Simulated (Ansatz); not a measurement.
Predict the output of the script below (Ansatz's Python interface).

`run_deck.py`
```python
"""Run H4O3SiSn from an input written out key by key."""

import ansatz as az
import numpy as np
import pandas as pd

deck = {
    "crystal": {
        "periodic": [False, False, False],
        "atoms": [
            {"symbol": "O", "position_ang": [-0.18, 0.6018, 2.0887]},
            {"symbol": "Si", "position_ang": [0.8882, 0.6712, 0.7767]},
            {"symbol": "O", "position_ang": [1.0988, -0.9007, 0.1724]},
            {"symbol": "Sn", "position_ang": [0.0895, -0.2656, -1.3635]},
            {"symbol": "O", "position_ang": [-1.7821, -1.0978, -1.2259]},
            {"symbol": "H", "position_ang": [-1.0822, 0.9642, 1.6741]},
            {"symbol": "H", "position_ang": [2.2048, 1.3657, 0.9628]},
            {"symbol": "H", "position_ang": [0.9677, -0.6153, -2.8168]},
            {"symbol": "H", "position_ang": [-2.116, -0.7698, -0.2855]},
        ],
    },
    "basis": {
        "gaussian": {
            "orbitals": "def2-SVP",
            "point_charges": [{"charge": 0.5, "position_ang": [0.0, 0.0, 7.09]}],
        },
    },
    "hamiltonian": {"xc": "b3lyp"},
    "output": {"forces": True},
}
session = az.Session.from_dict(deck)
summary = session.plan(threads=1).execute().report

print("reference energy %16.6f eV" % summary["reference_energy_ev"])
print("total energy     %16.6f eV" % summary["free_energy_ev"])
print("occupied orbitals outside the frozen core (up, down):", summary["n_occupied"], " frozen:", summary["n_frozen"], " virtual:", summary["n_virtual"])
symbols = ["O", "Si", "O", "Sn", "O", "H", "H", "H", "H"]

forces = np.array(summary["forces_ev_ang"])
print("largest force", round(float(np.linalg.norm(forces, axis=1).max()), 4), "eV/A, rms", round(float(np.sqrt((forces ** 2).mean())), 4))
charges = summary["charge_distribution"]
table = pd.DataFrame({"atom": symbols, "mulliken": charges["mulliken_charges_e"], "lowdin": charges["lowdin_charges_e"]})
print(table.round(3).to_string())
print("dipole (e A):", np.round(charges["dipole_moment_e_ang"], 4) + 0.0)
```

```console
$ python run_deck.py
reference energy    -19910.707451 eV
total energy        -19910.707451 eV
occupied orbitals outside the frozen core (up, down): [32, 32]  frozen: 0  virtual: [74, 74]
largest force 3.5071 eV/A, rms 1.5073
  atom  mulliken  lowdin
0    O    -0.423  -0.043
1   Si     0.553   0.127
2    O    -0.572  -0.142
3   Sn     0.620   0.222
4    O    -0.483  -0.129
5    H     0.231   0.063
6    H    -0.071  -0.074
7    H    -0.054  -0.059
8    H     0.199   0.036
dipole (e A): [-0.0718  0.6536 -0.2415]
```

What to keep in mind:
- These settings explore the input space; basis and method may be short of convergence.
- The geometry is a force-field or estimated start, not a minimum of this method, and the basis set is short of its limit.
- def2 sets replace the cores of elements past krypton by effective core potentials.
- The Löwdin charges here are taken after orthogonalising the functions within each atom; they differ from plain Löwdin charges, and their signs can be unphysical.
- b3lyp holds the VWN-RPA fit, as in Gaussian; the form of ORCA and Turbomole is b3lyp5.
- External point charges are part of this input, so the results are those of the molecule in their field.
- It ran for 5 s on 1 thread of AMD EPYC 7B13 (Zen 3) (shared host), peak memory 0.33 GiB.
